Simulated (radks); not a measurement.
# Si⁺ in [Ne] 3s2 3p1: an all-electron calculation

An exercise on one series of results from a longer session: the logs are not shown, and one member is left open.

The numbers are computed with radks (a radial shooting solver on a logarithmic mesh, Libxc functionals) version 1 (non-relativistic Kohn-Sham, SCAN, spin-unpolarised, spherical densities, point nucleus), except any that are marked as measured or tabulated.

### The atom as given

* element: silicon (Z = 14)
* charge: +1
* electrons: 13
* configuration: [Ne] 3s2 3p1

The outer shells:

Si⁺
```
[Ne] core
3s [↑↓]
3p [↑ ][  ][  ]
```

The first run:

The run's settings:

```text
Z 14
configuration [Ne] 3s2 3p1
relativity non-relativistic
functional scan,scan
spin unpolarised
nucleus point
```

One table of the session follows, with a row left open; its other results are not shown here.

It belongs to the step «Shells». Radial moments (bohr):

```
level     <r>  outermost maximum (interpolated)  90 % within  nodes
   1s  0.1117                            0.0730        0.199      0
   2s       ?                                 ?            ?      ?
   2p  0.5363                             0.389        0.899      0
   3s   2.080                              1.76         3.13      2
   3p   2.442                              2.02         3.75      1
```

**Question.** Estimate the row for 2s.

The run gave: <r>: 0.5670; outermost maximum (interpolated): 0.455; 90 % within: 0.892; nodes: 1. In the column «<r>» it lies between 2p (0.5363) and 3s (2.080).

To keep in mind: Spin polarisation and multiplet splitting are left out.
